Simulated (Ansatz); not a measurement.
# CH₆BClGe: basis-set convergence

One table from this session's results is given with a row withheld; the runs are named, their logs left out.

Computed with Ansatz 0.2.0, Gaussian basis. Level: one geometry, several basis sets.

The runs, in order: PBE0-D4/def2-SVP; ωB97M-V/def2-SVP; PBE0-D4/def2-QZVPP; ωB97M-V/def2-QZVPP; the functionals' def2-TZVPP values are taken from earlier runs.

## The relaxed structure

All runs share one geometry, relaxed beforehand with PBE0-D4 in a triple-zeta def2 set.

10 atoms, charge 0, spin multiplicity 1.

Atoms are counted from 1 here; the program's logs count them from 0.

Bond lengths: B1–C2 1.534 Å, B1–H5 1.198 Å, B1–H6 1.198 Å, C2–Ge3 1.971 Å, C2–H7 1.093 Å, C2–H8 1.093 Å, Ge3–Cl4 2.160 Å, Ge3–H9 1.534 Å, Ge3–H10 1.534 Å. Angles: C2–B1–H5 120.6°, C2–B1–H6 120.6°, H5–B1–H6 118.7°, B1–C2–Ge3 106.9°, B1–C2–H7 115.5°, B1–C2–H8 115.5°, Ge3–C2–H7 103.2°, Ge3–C2–H8 103.3°, H7–C2–H8 110.8°, C2–Ge3–Cl4 106.0°, C2–Ge3–H9 112.6°, C2–Ge3–H10 112.7°, Cl4–Ge3–H9 106.5°, Cl4–Ge3–H10 106.5°, H9–Ge3–H10 112.0°.

Set-up of the first run:

The input, in.yaml:

```yaml
crystal:
  periodic: [false, false, false]
  atoms:
    - {symbol: B, position_ang: [-1.533398, 0.523298, -0.064925]}
    - {symbol: C, position_ang: [-0.455429, -0.469572, -0.518477]}
    - {symbol: Ge, position_ang: [1.209325, 0.030515, 0.410064]}
    - {symbol: Cl, position_ang: [2.705958, -1.377057, -0.255318]}
    - {symbol: H, position_ang: [-1.691111, 1.559288, -0.644839]}
    - {symbol: H, position_ang: [-2.182326, 0.311317, 0.919180]}
    - {symbol: H, position_ang: [-0.611329, -1.506324, -0.210963]}
    - {symbol: H, position_ang: [-0.179712, -0.415390, -1.574279]}
    - {symbol: H, position_ang: [1.107330, -0.129872, 1.931789]}
    - {symbol: H, position_ang: [1.713792, 1.422596, 0.010770]}
basis:
  gaussian: {orbitals: def2-SVP}
hamiltonian: {xc: pbe0, dispersion: d4}
output: {orbitals: {seedname: orbitals}}
```

Command:

```console
ansatz run in.yaml --threads 4 --pin off --events-out ev --progress --plain --max-ram 10444MiB
```

Among the steps run: PBE0-D4 in def2-SVP; ωB97M-V in def2-SVP; PBE0-D4 in def2-QZVPP; ωB97M-V in def2-QZVPP.

One table of the session follows, with a row left open; its other results are not shown here.

It belongs to the step «Density functionals: the series». 

```
functional       basis  HOMO (eV)  LUMO (eV)
   PBE0-D4    def2-SVP      -8.51      -1.79
   PBE0-D4  def2-TZVPP          ?          ?
   PBE0-D4  def2-QZVPP      -8.65      -1.92
   ωB97M-V    def2-SVP     -10.67       0.23
   ωB97M-V  def2-TZVPP     -10.82      -0.01
   ωB97M-V  def2-QZVPP     -10.84      -0.09
```

Q: Estimate the row for PBE0-D4, def2-TZVPP from the others.

**Answer.** HOMO (eV): -8.63; LUMO (eV): -1.90. In the column «HOMO (eV)» it lies between PBE0-D4, def2-QZVPP (-8.65) and PBE0-D4, def2-SVP (-8.51).
